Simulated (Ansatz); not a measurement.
# SnTe (SMILES [Sn][Te]) at 6 levels

Wanted: a comparison of 6 runs (B3LYP/STO-3G, PBE/STO-3G, UPBE0/STO-3G, revPBE/STO-3G, MP2/STO-3G, UMP2/STO-3G) of SnTe. 

Program for the calculation: Ansatz 0.2.0.

45 further runs of the same task are left out: 16 that didn't finish, 29 set aside as unsound or not needed.

**1. The molecule**

SnTe: 2 atoms, total charge 0, spin state singlet. SMILES: `[Sn][Te]`. The Te2–Sn1 distance was set to 3.777 Å, away from the relaxed value.

Bond lengths: Sn1–Te2 3.777 Å.

**2. The energy at B3LYP/STO-3G (run 1)**

in.yaml

```yaml
crystal:
  periodic: [false, false, false]
  atoms:
    - symbol: Sn
      position_ang: [0.000000, 0.000000, -1.249470]
    - symbol: Te
      position_ang: [-0.000000, -0.000000, 2.527330]
basis:
  gaussian:
    orbitals: STO-3G
accuracy: high
hamiltonian:
  xc: {name: B3LYP}
```

Started as:

```bash
ansatz run in.yaml --threads 1 --pin off --max-ram 3480MiB --events-out events.jsonl --progress --plain --runs-dir runs
```

Log:

```text
Warning: RAYON_NUM_THREADS=1 ignored (pool sized by the plan → 1); use --threads N
Functional definition: B3LYP
  name "B3LYP"
  parameter a0 = 0.2
  parameter ax = 0.72
  parameter ac = 0.81
  exchange = (1 - a0 - ax)*slater_x + ax*b88_x + a0*exact_x
  correlation = (1 - ac)*vwn_rpa_c + ac*lyp_c
784 factors; integrals over basis functions are off by at most 5.3e-9 eV
mean field evaluation 1: about -340521.1554 eV, gradient 1.9e1 eV
mean field evaluation 2: about -340427.8783 eV, gradient 3.1e1 eV
mean field evaluation 4: about -340522.4395 eV, gradient 2.0e1 eV
mean field evaluation 8: about -340523.3238 eV, gradient 2.1e1 eV
mean field evaluation 16: about -340533.9391 eV, gradient 1.7e-8 eV
mean field evaluation 32: about -340530.3098 eV, gradient 2.9e-5 eV
mean field evaluation 64: about -340533.2663 eV, gradient 8.8e0 eV
mean field -340533.93909697 eV, -12514.3914396196 hartree, gradient 2.2e-8 eV, S^2 0.000000; 6 other end points of the search recorded, 0 dependent functions left out
reference -340533.93912863 eV, -12514.3914407827 hartree; 51, 51 occupied and 3, 3 virtual orbitals, 784 factors
Total energy: -340533.93912863 eV, -12514.3914407827 hartree
```

Wall time 5.1 s (1 thread of AMD EPYC 9R14 (Zen 4), shared host); peak memory 0.2 GiB.

**3. The energy at PBE/STO-3G (run 2)**

in.yaml, as its differences from that of step 2:

```diff
@@ -10,4 +10,4 @@
     orbitals: STO-3G
+hamiltonian:
+  xc: {name: PBE}
 accuracy: high
-hamiltonian:
-  xc: {name: B3LYP}
```

Started as:

```bash
ansatz run in.yaml --threads 1 --pin off --max-ram 3480MiB --events-out events.jsonl --progress --plain --runs-dir runs
```

Log:

```text
Warning: RAYON_NUM_THREADS=1 ignored (pool sized by the plan → 1); use --threads N
Functional definition: PBE
  name "PBE"
  parameter kappa = 0.804
  parameter beta = 0.06672455060314922
  exchange = pbe_x(kappa = kappa, mu = beta*pi^2/3)
  correlation = pbe_c(beta = beta)
784 factors; integrals over basis functions are off by at most 5.3e-9 eV
mean field evaluation 1: about -340487.7649 eV, gradient 2.0e1 eV
mean field evaluation 2: about -340393.2652 eV, gradient 2.9e1 eV
mean field evaluation 4: about -340491.8222 eV, gradient 2.3e1 eV
mean field evaluation 8: about -340492.1836 eV, gradient 2.3e1 eV
mean field evaluation 16: about -340501.0936 eV, gradient 1.8e-8 eV
mean field evaluation 32: about -340499.9384 eV, gradient 1.4e1 eV
mean field evaluation 64: about -340496.5004 eV, gradient 4.2e-1 eV
mean field evaluation 96: about -340493.6628 eV, gradient 1.6e1 eV
mean field evaluation 128: about -340500.5539 eV, gradient 1.4e-1 eV
mean field -340501.09356193 eV, -12513.1843884704 hartree, gradient 1.9e-8 eV, S^2 0.000000; 8 other end points of the search recorded, 0 dependent functions left out
reference -340501.09356402 eV, -12513.1843885469 hartree; 51, 51 occupied and 3, 3 virtual orbitals, 784 factors
Total energy: -340501.09356402 eV, -12513.1843885469 hartree
```

It took 7.8 s on 1 thread of AMD EPYC 9R14 (Zen 4), shared host; peak memory 0.13 GiB.

**4. A single-point energy at UPBE0/STO-3G (run 3)**

input.yaml

```yaml
crystal:
  periodic: [false, false, false]
  atoms:
    - {symbol: Sn, position_ang: [0.000000, 0.000000, -1.249470]}
    - {symbol: Te, position_ang: [-0.000000, -0.000000, 2.527330]}
basis:
  gaussian:
    orbitals: STO-3G
magnetization:
  spin_polarized: true
hamiltonian:
  xc: {name: PBE0}
accuracy: high
```

Started as:

```bash
ansatz run input.yaml --threads 1 --pin off --max-ram 3480MiB --events-out events.jsonl --progress --plain --runs-dir runs
```

Log:

```text
Warning: RAYON_NUM_THREADS=1 ignored (pool sized by the plan → 1); use --threads N
Functional definition: PBE0
  name "PBE0"
  parameter a = 0.25
  parameter kappa = 0.804
  parameter beta = 0.06672455060314922
  exchange = (1 - a)*pbe_x(kappa = kappa, mu = beta*pi^2/3) + a*exact_x
  correlation = pbe_c(beta = beta)
784 factors; integrals over basis functions are off by at most 5.3e-9 eV
mean field evaluation 1: about -340506.3559 eV, gradient 1.3e1 eV
mean field evaluation 2: about -340413.5976 eV, gradient 2.2e1 eV
mean field evaluation 4: about -340506.7196 eV, gradient 1.3e1 eV
mean field evaluation 8: about -340506.7292 eV, gradient 1.3e1 eV
mean field evaluation 16: about -340518.9972 eV, gradient 1.8e0 eV
mean field evaluation 32: about -340504.8938 eV, gradient 1.2e1 eV
mean field evaluation 64: about -340519.7343 eV, gradient 9.1e-2 eV
mean field evaluation 96: about -340519.2291 eV, gradient 2.7e0 eV
mean field evaluation 128: about -340519.6511 eV, gradient 1.3e-1 eV
mean field evaluation 160: about -340519.1701 eV, gradient 2.0e0 eV
mean field -340519.73457866 eV, -12513.8694331995 hartree, gradient 1.2e-8 eV, S^2 1.232302; 14 other end points of the search recorded, 0 dependent functions left out
reference -340519.73458027 eV, -12513.8694332588 hartree; 51, 51 occupied and 3, 3 virtual orbitals, 784 factors
Total energy: -340519.73458027 eV, -12513.8694332588 hartree
```

Run time: 27 s. Hardware: 1 thread of AMD EPYC 9R14 (Zen 4), shared host; peak memory 0.32 GiB.

Runs 4 to 5 aren't shown in full; the table further down has their settings and results.

**5. The energy at UMP2/STO-3G (run 6)**

in.yaml

```yaml
crystal:
  periodic: [false, false, false]
  atoms:
    - {symbol: Sn, position_ang: [0.000000, 0.000000, -1.249470]}
    - {symbol: Te, position_ang: [-0.000000, -0.000000, 2.527330]}
basis:
  gaussian: {orbitals: STO-3G}
magnetization: {spin_polarized: true, initial_magnetization: 0}
correlation: {method: mp2, frozen_orbitals: {Sn: 18, Te: 18}}
accuracy: high
```

Started as:

```bash
ansatz run in.yaml --threads 1 --pin off --max-ram 3480MiB --events-out events.jsonl --progress --plain --runs-dir runs
```

Log:

```text
Warning: RAYON_NUM_THREADS=1 ignored (pool sized by the plan → 1); use --threads N
Functional definition: HF
  name "HF"
  exchange = exact_x
  correlation = 0
784 factors; integrals over basis functions are off by at most 5.3e-9 eV
mean field evaluation 1: about -340409.9081 eV, gradient 1.1e1 eV
mean field evaluation 2: about -340409.9406 eV, gradient 1.1e1 eV
mean field evaluation 4: about -340416.5643 eV, gradient 1.2e1 eV
mean field evaluation 8: about -340419.3947 eV, gradient 8.2e0 eV
mean field evaluation 16: about -340421.3134 eV, gradient 3.0e-1 eV
mean field evaluation 32: about -340423.8688 eV, gradient 2.4e-8 eV
mean field evaluation 64: about -340423.8323 eV, gradient 1.2e-3 eV
mean field evaluation 96: about -340423.7902 eV, gradient 6.4e-1 eV
mean field evaluation 128: about -340423.6467 eV, gradient 4.9e-1 eV
mean field evaluation 160: about -340421.7670 eV, gradient 3.0e-1 eV
mean field evaluation 192: about -340423.8688 eV, gradient 7.7e-9 eV
mean field evaluation 224: about -340421.1792 eV, gradient 2.3e-2 eV
mean field evaluation 256: about -340422.5781 eV, gradient 1.7e0 eV
mean field -340423.86877568 eV, -12510.3464299204 hartree, gradient 2.3e-8 eV, S^2 1.714922; 22 other end points of the search recorded, 0 dependent functions left out
36 core orbitals not correlated: weight in the atoms' cores, before any rotation towards them, 1.000 or more for the frozen orbitals, at most 0.000 for the correlated occupied ones
reference -340423.86877568 eV, -12510.3464299204 hartree; 15, 15 occupied and 3, 3 virtual orbitals, 784 factors
second order -0.26209917 eV of doubles, -0.00000000 eV of singles
Total energy: -340424.13087485 eV, -12510.3560618872 hartree
```

Run time: 20 s. Hardware: 1 thread of AMD EPYC 9R14 (Zen 4), shared host; peak memory 0.26 GiB.

**6. All runs side by side**

```
run          level  frozen core orbitals    energy (Eh)  wall time
  1   B3LYP/STO-3G                     –  -12514.391441      5.1 s
  2     PBE/STO-3G                     –  -12513.184389      7.8 s
  3   UPBE0/STO-3G                     –  -12513.869433       27 s
  4  revPBE/STO-3G                     –  -12513.719315      6.9 s
  5     MP2/STO-3G                    36  -12510.281496      8.4 s
  6    UMP2/STO-3G                    36  -12510.356062       20 s
```

**7. Outcome**

| quantity | value |
| --- | --- |
| run 6: total energy | -12510.35606 Eh |
| run 6: correlation energy (36 core orbitals frozen) | -9.6 mEh |
| run 6: ⟨S²⟩ of the reference determinant | 1.715 |

Totals of different functionals can't be ranked against each other. In run 5 the log says that unrestricted orbitals would lower the reference, so the values rest on an unstable closed-shell determinant (other closed-shell runs at this shape may share the fault). In runs 1, 2, 3, 4, 5, 6 the basis is minimal, so the values are rough. In runs 1, 2, 3, 4, 5, 6 relativity is left out where basis or elements ask for it. Spin contamination of the reference: run 6 ⟨S²⟩ = 1.71, run 3 ⟨S²⟩ = 1.23. Where it is this large, the reference is a mixture of spin states, and values that rest on it are in doubt. All runs together took 75 s, the longest 27 s.
